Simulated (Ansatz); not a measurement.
**C₂H₆SSi: a ladder of functionals and wavefunction methods**

Aim: compute C₂H₆SSi with functionals from several rungs and with coupled cluster. The yardstick is the atomisation energy at the CCSD(T) limit.

The runs use Ansatz 0.2.0, Gaussian basis; functionals in def2-TZVPP, the program's frozen cores in correlated methods.

Plan: LDA (SPW92), PBE-D4, revPBE-D4, BLYP-D4, r2SCAN-D4, B97M-V, PBE0-D4, B3LYP-D4, r2SCANh-D4, r2SCAN0-D4, HSE06-D4, BHLYP-D4, CAM-B3LYP-D4, LC-ωPBE, ωB97X-V, ωB97M-V, B2PLYP, PBE-QIDH; CCSD(T)/def2-SVP; CCSD(T)/def2-TZVPP; MP2/def2-QZVPP; extrapolation to the limit; RPA on PBE.

## (1) The relaxed structure

All runs share one geometry, relaxed beforehand with PBE0-D4 in a triple-zeta def2 set.

SMILES `C=CS[SiH3]`, 10 atoms, charge 0, spin multiplicity 1.

Atoms are counted from 1 here; the program's logs count them from 0.

Bond lengths: C1–C2 1.326 Å, C1–H5 1.084 Å, C1–H6 1.084 Å, C2–S3 1.761 Å, C2–H7 1.086 Å, S3–Si4 2.134 Å, Si4–H8 1.483 Å, Si4–H9 1.487 Å, Si4–H10 1.485 Å. Angles: C2–C1–H5 122.0°, C2–C1–H6 120.3°, H5–C1–H6 117.8°, C1–C2–S3 123.0°, C1–C2–H7 120.9°, S3–C2–H7 116.0°, C2–S3–Si4 99.3°, S3–Si4–H8 105.8°, S3–Si4–H9 109.5°, S3–Si4–H10 112.1°, H8–Si4–H9 110.7°, H8–Si4–H10 110.1°, H9–Si4–H10 108.7°.

Geometry (Å):

```
C    -0.1956    2.1948    0.2813
C    -0.2263    0.8802    0.4522
S    -1.0589   -0.2106   -0.6516
Si    0.2213   -1.9105   -0.4894
H    -0.6346    2.6713   -0.5875
H     0.2681    2.8314    1.0256
H     0.2180    0.4217    1.3312
H    -0.4800   -3.0123   -1.1911
H     0.4228   -2.2452    0.9451
H     1.5482   -1.6720   -1.1128
```

## (2) LDA

This LDA is Slater exchange with PW92 correlation.

in.yaml

```yaml
crystal:
  periodic: [false, false, false]
  atoms:
    - {symbol: C, position_ang: [-0.195593, 2.194803, 0.281350]}
    - {symbol: C, position_ang: [-0.226297, 0.880223, 0.452177]}
    - {symbol: S, position_ang: [-1.058917, -0.210576, -0.651589]}
    - {symbol: Si, position_ang: [0.221307, -1.910451, -0.489378]}
    - {symbol: H, position_ang: [-0.634576, 2.671253, -0.587505]}
    - {symbol: H, position_ang: [0.268122, 2.831386, 1.025582]}
    - {symbol: H, position_ang: [0.218001, 0.421738, 1.331207]}
    - {symbol: H, position_ang: [-0.479957, -3.012288, -1.191129]}
    - {symbol: H, position_ang: [0.422814, -2.245211, 0.945070]}
    - {symbol: H, position_ang: [1.548196, -1.671973, -1.112785]}
basis:
  gaussian: {orbitals: def2-TZVPP}
hamiltonian: {xc: lda}
output: {orbitals: {seedname: orbitals}}
```

Further steps of the session: PBE-D4 (GGA); revPBE-D4 (GGA); BLYP-D4 (GGA); r2SCAN-D4 (meta-GGA); B97M-V (meta-GGA); PBE0-D4 (hybrid); B3LYP-D4 (hybrid); r2SCANh-D4 (hybrid); r2SCAN0-D4 (hybrid); HSE06-D4 (hybrid); BHLYP-D4 (hybrid); CAM-B3LYP-D4 (range-separated); LC-ωPBE-D4 (range-separated); ωB97X-V (range-separated); ωB97M-V (range-separated); B2PLYP (double hybrid); PBE-QIDH (double hybrid); CCSD(T) in def2-SVP; CCSD(T) in def2-TZVPP; MP2 in def2-QZVPP; RPA on PBE orbitals.

**Question.** What will the summary of the whole plan be? Wanted: atomisation energy, CCSD(T)/CBS; farthest beyond LDA; mean size of error, GGA; mean size of error, meta-GGA; mean size of error, hybrid; mean size of error, range-separated; mean size of error, double hybrid; gap, smallest and largest; T1 diagnostic.

The runs gave:

| quantity | value |
| --- | --- |
| atomisation energy, CCSD(T)/CBS | 3541.6 kJ/mol |
| functionals within 17.7 kJ/mol (0.5 %) | revPBE-D4, BLYP-D4, r2SCAN-D4, PBE0-D4, B3LYP-D4, r2SCANh-D4, HSE06-D4, CAM-B3LYP-D4, ωB97X-V, ωB97M-V |
| farthest beyond LDA | BHLYP-D4 (-79.0 kJ/mol) |
| mean size of error, GGA | 27.5 kJ/mol |
| mean size of error, meta-GGA | 17.1 kJ/mol |
| mean size of error, hybrid | 21.7 kJ/mol |
| mean size of error, range-separated | 16.7 kJ/mol |
| mean size of error, double hybrid | 32.3 kJ/mol |
| gap, smallest and largest | 4.23 eV (LDA (SPW92)), 11.20 eV (LC-ωPBE) |
| T1 diagnostic | 0.0120 |
| triples share of the correlation energy | 4.4 % |

The LDA atomisation energy is off by 462.8 kJ/mol (13 %): it overbinds. PBE-D4 misses by +50.6 kJ/mol. Double hybrids carry the basis error of their MP2 part in triple zeta, and no dispersion term here, so their miss is partly the set-up's. The rungs range-separated, meta-GGA miss on average by less than the doubt on the reference (17.7 kJ/mol), so they tie. The reference freezes the cores and leaves out relativity and excitations past (T), so misses under about 17.7 kJ/mol can't be ranked. Hartree-Fock recovers 74 % of the binding; the rest is correlation. CCSD(T) in def2-SVP is off by -204.9 kJ/mol, so the small basis spoils what the method gains. Orbital gaps span 4.2 to 11.2 eV; exact exchange widens them.
